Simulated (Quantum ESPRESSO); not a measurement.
# ScNb (P-6m2) in Quantum ESPRESSO: reference runs

How does ScNb come out in PBE? The cell is run as given and disturbed.

Everything below comes from runs of Quantum ESPRESSO 7.5. Logs are shortened: lines on timing, memory, paths and dates and some standing lists are left out, and cuts for length are marked.

## 1. Starting point

It takes space group P-6m2 (No. 187, hexagonal). Conventional cell: a = 3.066 Å, b = 3.066 Å, c = 5.072 Å, α = 90.00°, β = 90.00°, γ = 120.00°. Nb (site symmetry -6m2) has 6 Nb at 3.07 Å and 6 Sc at 3.09 Å as nearest neighbours. Sc (site symmetry -6m2) has 6 Sc at 3.07 Å and 6 Nb at 3.09 Å as nearest neighbours.

The cell comes from a database or a generator and needn't be the stable form of this composition.

## 2. Single point, PBE

pw.in reads:

```
&CONTROL
  calculation = 'scf'
  prefix = 'pwscf'
  outdir = './tmp'
  pseudo_dir = './pseudo'
  tprnfor = .true.
  tstress = .true.
  disk_io = 'low'
/
&SYSTEM
  ibrav = 0
  nat = 2
  ntyp = 2
  ecutwfc = 60
  ecutrho = 440
  nbnd = 19
  occupations = 'smearing'
  smearing = 'fd'
  degauss = 0.00367493
/
&ELECTRONS
  conv_thr = 4d-10
  electron_maxstep = 120
  mixing_beta = 0.5
/
ATOMIC_SPECIES
Nb    92.9064 Nb.pbe-spn-kjpaw_psl.0.3.0.UPF
Sc    44.9559 Sc_ONCV_PBE-1.0.oncvpsp.upf
CELL_PARAMETERS angstrom
   3.0656443612    0.0000000000    0.0000000000
  -1.5328221806    2.6549258957    0.0000000000
   0.0000000000    0.0000000000    5.0721940000
ATOMIC_POSITIONS crystal
Nb     0.3333333333    0.6666666667    0.5000000000
Sc     0.0000000000    0.0000000000    0.0000000000
K_POINTS automatic
10 10 5 0 0 0
```

pp_density.in reads:

```
&INPUTPP
  prefix = 'pwscf'
  outdir = './tmp'
  filplot = 'density.dat'
  plot_num = 0
/
&PLOT
  nfile = 1
  filepp(1) = 'density.dat'
  iflag = 3
  output_format = 6
  fileout = 'density.cube'
/
```

pp_potential.in reads:

```
&INPUTPP
  prefix = 'pwscf'
  outdir = './tmp'
  filplot = 'potential.dat'
  plot_num = 11
/
&PLOT
  nfile = 1
  filepp(1) = 'potential.dat'
  iflag = 3
  output_format = 6
  fileout = 'potential.cube'
/
```

Potentials or basis: SSSP 1.3 efficiency PBE.

Command:

```console
$ OMP_NUM_THREADS=1 pw.x -in pw.in > pw.out
$ OMP_NUM_THREADS=1 pp.x -in pp_density.in > pp_density.out
$ OMP_NUM_THREADS=1 pp.x -in pp_potential.in > pp_potential.out
```

pw.out:

```text
This program is part of the open-source Quantum ESPRESSO suite
     for quantum simulation of materials; please cite
         "P. Giannozzi et al., J. Phys.:Condens. Matter 21 395502 (2009);
         "P. Giannozzi et al., J. Phys.:Condens. Matter 29 465901 (2017);
         "P. Giannozzi et al., J. Chem. Phys. 152 154105 (2020);
     in publications or presentations arising from this work. More details at

     file Nb.pbe-spn-kjpaw_psl.0.3.0.UPF: wavefunction(s)  4S 4P renormalized
     Message from routine setup:
     using ibrav=0 with symmetry is DISCOURAGED, use correct ibrav instead

     G-vector sticks info
     --------------------
     sticks:   dense  smooth     PW     G-vecs:    dense   smooth      PW
     Sum        1027     559    163                43473    17561    2839

     Using Slab Decomposition

     bravais-lattice index     =            0
     lattice parameter (alat)  =       5.7932  a.u.
     unit-cell volume          =     278.5907 (a.u.)^3
     number of atoms/cell      =            2
     number of atomic types    =            2
     number of electrons       =        24.00
     number of Kohn-Sham states=           19
     kinetic-energy cutoff     =      60.0000  Ry
     charge density cutoff     =     440.0000  Ry
     scf convergence threshold =      4.0E-10
     mixing beta               =       0.5000
     number of iterations used =            8  plain     mixing
     Exchange-correlation= PBE
                           (   1   4   3   4   0   0   0)

     celldm(1)=   5.793228  celldm(2)=   0.000000  celldm(3)=   0.000000
     celldm(4)=   0.000000  celldm(5)=   0.000000  celldm(6)=   0.000000

     crystal axes: (cart. coord. in units of alat)
               a(1) = (   1.000000   0.000000   0.000000 )
               a(2) = (  -0.500000   0.866025   0.000000 )
               a(3) = (   0.000000   0.000000   1.654528 )

     reciprocal axes: (cart. coord. in units 2 pi/alat)
               b(1) = (  1.000000  0.577350 -0.000000 )
               b(2) = (  0.000000  1.154701  0.000000 )
               b(3) = (  0.000000 -0.000000  0.604402 )

     PseudoPot. # 1 for Nb read from file:
     Nb.pbe-spn-kjpaw_psl.0.3.0.UPF
     Pseudo is Projector augmented-wave + core cor, Zval = 13.0
     Generated using "atomic" code by A. Dal Corso  v.5.0.99 svn rev. 10869
     Shape of augmentation charge: PSQ
     Using radial grid of 1227 points,  6 beta functions with:
                l(1) =   0
                l(2) =   0
                l(3) =   1
                l(4) =   1
                l(5) =   2
                l(6) =   2
     Q(r) pseudized with 0 coefficients

     PseudoPot. # 2 for Sc read from file:
     Sc_ONCV_PBE-1.0.oncvpsp.upf
     Pseudo is Norm-conserving, Zval = 11.0
     Generated using ONCVPSP code by D. R. Hamann
     Using radial grid of 1662 points,  6 beta functions with:
                l(1) =   0
                l(2) =   0
                l(3) =   1
                l(4) =   1
                l(5) =   2
                l(6) =   2

     atomic species   valence    mass     pseudopotential
     Nb               13.00    92.90640     Nb( 1.00)
     Sc               11.00    44.95590     Sc( 1.00)

     12 Sym. Ops. (no inversion) found

   Cartesian axes

     site n.     atom                  positions (alat units)
         1        Nb     tau(   1) = (  -0.0000000   0.5773503   0.8272639  )
         2        Sc     tau(   2) = (   0.0000000   0.0000000   0.0000000  )

     number of k points=    42  Fermi-Dirac smearing, width (Ry)=  0.0037
                       cart. coord. in units 2pi/alat
        k(    1) = (   0.0000000   0.0000000   0.0000000), wk =   0.0040000
        k(    2) = (   0.0000000   0.0000000   0.1208804), wk =   0.0080000
        k(    3) = (   0.0000000   0.0000000   0.2417608), wk =   0.0080000
        k(    4) = (   0.0000000   0.1154701   0.0000000), wk =   0.0240000
        k(    5) = (   0.0000000   0.1154701   0.1208804), wk =   0.0480000
        k(    6) = (   0.0000000   0.1154701   0.2417608), wk =   0.0480000
[... 34 lines left out ...]
        k(   41) = (   0.3000000   0.5196152   0.1208804), wk =   0.0480000
        k(   42) = (   0.3000000   0.5196152   0.2417608), wk =   0.0480000

     Dense  grid:    43473 G-vectors     FFT dimensions: (  40,  40,  64)

     Smooth grid:    17561 G-vectors     FFT dimensions: (  30,  30,  48)

     Check: negative core charge=   -0.000001

     Initial potential from superposition of free atoms

     starting charge      23.9952, renormalised to      24.0000
     Starting wfcs are   20 randomized atomic wfcs

     Self-consistent Calculation

     iteration #  1     ecut=    60.00 Ry     beta= 0.50
     Davidson diagonalization with overlap
     ethr =  1.00E-02,  avg # of iterations =  2.8

     total energy              =    -425.73649065 Ry
     estimated scf accuracy    <       0.66214976 Ry

     iteration #  2     ecut=    60.00 Ry     beta= 0.50
     Davidson diagonalization with overlap
     ethr =  2.76E-03,  avg # of iterations =  4.0

     total energy              =    -425.85119393 Ry
     estimated scf accuracy    <       3.41767114 Ry

     iteration #  3     ecut=    60.00 Ry     beta= 0.50
     Davidson diagonalization with overlap
     ethr =  2.76E-03,  avg # of iterations =  2.1

     total energy              =    -426.12638359 Ry
     estimated scf accuracy    <       0.15034177 Ry

     iteration #  4     ecut=    60.00 Ry     beta= 0.50
     Davidson diagonalization with overlap
     ethr =  6.26E-04,  avg # of iterations =  1.2

     total energy              =    -426.09148892 Ry
     estimated scf accuracy    <       0.22622381 Ry

     iteration #  5     ecut=    60.00 Ry     beta= 0.50
     Davidson diagonalization with overlap
     ethr =  6.26E-04,  avg # of iterations =  2.0
[... 71 lines left out ...]
     total energy              =    -426.10382845 Ry
     estimated scf accuracy    <       0.00000001 Ry

     iteration # 16     ecut=    60.00 Ry     beta= 0.50
     Davidson diagonalization with overlap
     ethr =  4.49E-11,  avg # of iterations =  1.1

     total energy              =    -426.10382845 Ry
     estimated scf accuracy    <          4.0E-09 Ry

     iteration # 17     ecut=    60.00 Ry     beta= 0.50
     Davidson diagonalization with overlap
     ethr =  1.69E-11,  avg # of iterations =  1.3

     total energy              =    -426.10382845 Ry
     estimated scf accuracy    <          1.5E-09 Ry

     iteration # 18     ecut=    60.00 Ry     beta= 0.50
     Davidson diagonalization with overlap
     ethr =  6.42E-12,  avg # of iterations =  2.2

     End of self-consistent calculation

          k = 0.0000 0.0000 0.0000 (  2189 PWs)   bands (ev):

   -41.1002 -35.4582 -17.2614 -16.7428 -16.7428 -14.0630 -13.8250 -13.8250
     7.9574  10.7703  14.1978  14.1978  14.4087  14.6366  15.6735  15.6735
    15.8266  15.8266  17.7333

          k = 0.0000 0.0000 0.1209 (  2166 PWs)   bands (ev):

   -41.1000 -35.4586 -17.2485 -16.7426 -16.7426 -14.0825 -13.8253 -13.8253
     8.2576  10.6746  13.7382  14.1462  14.1462  14.6677  15.3606  15.3606
    16.2663  16.2663  17.7268

          k = 0.0000 0.0000 0.2418 (  2178 PWs)   bands (ev):

   -41.0999 -35.4593 -17.2271 -16.7423 -16.7423 -14.1144 -13.8258 -13.8258
     9.0352  10.1713  13.0431  14.0847  14.0847  14.4937  15.1059  15.1059
    16.8426  16.8426  17.5718

          k = 0.0000 0.1155 0.0000 (  2177 PWs)   bands (ev):

   -41.0915 -35.4501 -17.2483 -16.8116 -16.7588 -14.0592 -13.8797 -13.8370
     8.2404  11.0195  13.8287  13.9211  14.4604  14.8479  15.5162  15.6452
    15.6863  15.8698  17.8217

          k = 0.0000 0.1155 0.1209 (  2180 PWs)   bands (ev):

   -41.0914 -35.4505 -17.2367 -16.8118 -16.7585 -14.0765 -13.8793 -13.8374
     8.5322  10.9279  13.4649  13.8345  14.3972  14.5795  15.3283  15.4324
    16.1916  16.2321  17.7795
[... 39 lines left out ...]
   -41.0403 -35.4030 -17.2089 -17.1629 -16.8498 -14.1819 -14.0476 -13.9091
    10.6102  11.2094  12.5355  13.4439  13.9178  14.8142  15.3359  16.0105
    17.2241  17.2395  17.6126

          k = 0.0000 0.4619 0.0000 (  2206 PWs)   bands (ev):

   -41.0175 -35.3812 -17.3712 -17.1350 -16.8917 -14.3268 -14.0269 -13.9378
    10.7609  11.6960  11.7442  13.4066  14.5673  14.6257  14.9521  17.4939
    17.6938  17.9883  18.1350

          k = 0.0000 0.4619 0.1209 (  2186 PWs)   bands (ev):

   -41.0174 -35.3812 -17.3742 -17.1363 -16.8912 -14.3217 -14.0253 -13.9388
    10.7252  11.4137  12.2140  13.2351  14.7531  14.7632  15.0018  17.3278
    17.6255  17.7260  18.1442

          k = 0.0000 0.4619 0.2418 (  2184 PWs)   bands (ev):

   -41.0174 -35.3813 -17.3789 -17.1388 -16.8903 -14.3130 -14.0233 -13.9405
    10.8049  11.1153  12.5086  13.3134  14.7309  15.1304  15.2508  16.5969
    17.7170  17.7302  18.0831

          k = 0.0000-0.5774 0.0000 (  2208 PWs)   bands (ev):

   -41.0087 -35.3729 -17.4348 -17.1214 -16.9072 -14.3778 -14.0231 -13.9496
    10.8564  11.5650  11.8378  13.4486  14.4677  14.5210  15.1662  18.0294
    18.1473  18.3747  19.0466

          k = 0.0000-0.5774 0.1209 (  2196 PWs)   bands (ev):

   -41.0086 -35.3730 -17.4379 -17.1245 -16.9066 -14.3720 -14.0195 -13.9507
    10.7837  11.2906  12.4276  13.0223  14.6777  14.9543  15.1978  17.6072
    18.0781  18.3643  18.5922

          k = 0.0000-0.5774 0.2418 (  2178 PWs)   bands (ev):

   -41.0085 -35.3730 -17.4429 -17.1295 -16.9056 -14.3624 -14.0141 -13.9524
    10.7835  11.0498  12.5461  13.2180  15.0367  15.2034  15.5350  16.6926
    18.0993  18.1229  18.3422

          k = 0.1000 0.1732 0.0000 (  2175 PWs)   bands (ev):

   -41.0758 -35.4355 -17.2243 -16.9294 -16.7927 -14.0523 -13.9736 -13.8629
     8.7730  11.4572  13.2941  13.3507  14.9273  14.9994  15.1588  15.4418
    15.6347  16.2822  17.8897

          k = 0.1000 0.1732 0.1209 (  2177 PWs)   bands (ev):

   -41.0757 -35.4358 -17.2155 -16.9303 -16.7924 -14.0660 -13.9716 -13.8633
     9.0437  11.3765  12.9856  13.4101  14.5136  14.8862  15.1274  15.4156
    16.1673  16.4190  17.8062

          k = 0.1000 0.1732 0.2418 (  2186 PWs)   bands (ev):

   -41.0756 -35.4363 -17.2009 -16.9321 -16.7919 -14.0867 -13.9698 -13.8641
     9.7743  10.7897  12.8452  13.5124  13.8662  14.8172  14.9880  15.3792
    16.8130  17.0012  17.4816

          k = 0.1000 0.2887 0.0000 (  2179 PWs)   bands (ev):

   -41.0503 -35.4117 -17.1853 -17.1125 -16.8512 -14.1195 -14.0411 -13.9077
     9.7046  11.9693  12.5598  12.9405  14.6400  14.6703  15.3530  15.7866
    16.1260  17.0381  17.9560

          k = 0.1000 0.2887 0.1209 (  2182 PWs)   bands (ev):
[... 97 lines left out ...]
   -41.0015 -35.3663 -17.3606 -17.1212 -17.0619 -14.2996 -14.0715 -14.0061
    11.4558  11.8053  12.7522  13.3213  13.5821  14.1661  15.6876  16.2437
    17.6216  18.0219  19.7855

          k = 0.3000 0.5196 0.0000 (  2203 PWs)   bands (ev):

   -40.9988 -35.3638 -17.2867 -17.1562 -17.1067 -14.2558 -14.1491 -14.0183
    11.8817  12.2671  12.4160  12.6780  13.3515  14.7381  15.3038  17.1397
    17.6385  17.7274  19.9526

          k = 0.3000 0.5196 0.1209 (  2187 PWs)   bands (ev):

   -40.9988 -35.3638 -17.2887 -17.1572 -17.1110 -14.2523 -14.1479 -14.0124
    11.9020  12.3106  12.4488  12.7572  13.3340  14.4957  15.3191  17.0159
    17.2841  17.8887  20.1499

          k = 0.3000 0.5196 0.2418 (  2204 PWs)   bands (ev):

   -40.9988 -35.3637 -17.2921 -17.1585 -17.1181 -14.2473 -14.1451 -14.0030
    11.8835  12.3610  12.6338  12.9002  13.3055  14.1048  15.4860  16.0697
    17.5755  17.9607  20.4083

     the Fermi energy is    13.5888 ev

!    total energy              =    -426.10382845 Ry
     estimated scf accuracy    <          1.1E-10 Ry
     smearing contrib. (-TS)   =      -0.00130017 Ry
     internal energy E=F+TS    =    -426.10252828 Ry

     The total energy is F=E-TS. E is the sum of the following terms:
     one-electron contribution =     -50.88021349 Ry
     hartree contribution      =      34.91122912 Ry
     xc contribution           =     -40.77611800 Ry
     ewald contribution        =    -160.87146774 Ry
     one-center paw contrib.   =    -208.48595816 Ry

     convergence has been achieved in  18 iterations

     Forces acting on atoms (cartesian axes, Ry/au):

     atom    1 type  1   force =     0.00000000    0.00000000    0.00000000
     atom    2 type  2   force =     0.00000000    0.00000000    0.00000000

     Total force =     0.000000     Total SCF correction =     0.000000

     Computing stress (Cartesian axis) and pressure

          total   stress  (Ry/bohr**3)                   (kbar)     P=       -1.17
   0.00000456   0.00000000   0.00000000            0.67        0.00        0.00
   0.00000000   0.00000456   0.00000000            0.00        0.67        0.00
  -0.00000000  -0.00000000  -0.00003306           -0.00       -0.00       -4.86

=------------------------------------------------------------------------------=
   JOB DONE.
=------------------------------------------------------------------------------=
```

It took 33 s on 1 thread of Intel Xeon 6975P-C (Granite Rapids), shared host; peak memory 0.21 GiB.

What came out:

| Item | Value |
| --- | --- |
| Free energy | -5797.4379 eV |
| Pressure | -0.1 GPa |
| Band gap on the k mesh | none (metal or under the smearing width) |

Stress tensor (GPa, compression positive):
```
 0.07  0.00  0.00
 0.00  0.07  0.00
 0.00  0.00 -0.49
```

Levels at points of the mesh, in eV from the Fermi level:
| k point | band 8 | band 9 | band 10 | band 11 | band 12 | band 13 | band 14 | band 15 | band 16 | band 17 |
| --- | --- | --- | --- | --- | --- | --- | --- | --- | --- | --- |
| (0.00, 0.00, 0.00) | -27.41 | -5.63 | -2.82 | 0.61 | 0.61 | 0.82 | 1.05 | 2.08 | 2.08 | 2.24 |
| (0.00, -0.50, 0.00) | -27.54 | -2.73 | -2.02 | -1.75 | -0.14 | 0.88 | 0.93 | 1.58 | 4.44 | 4.56 |

[end of part 1 of 2]
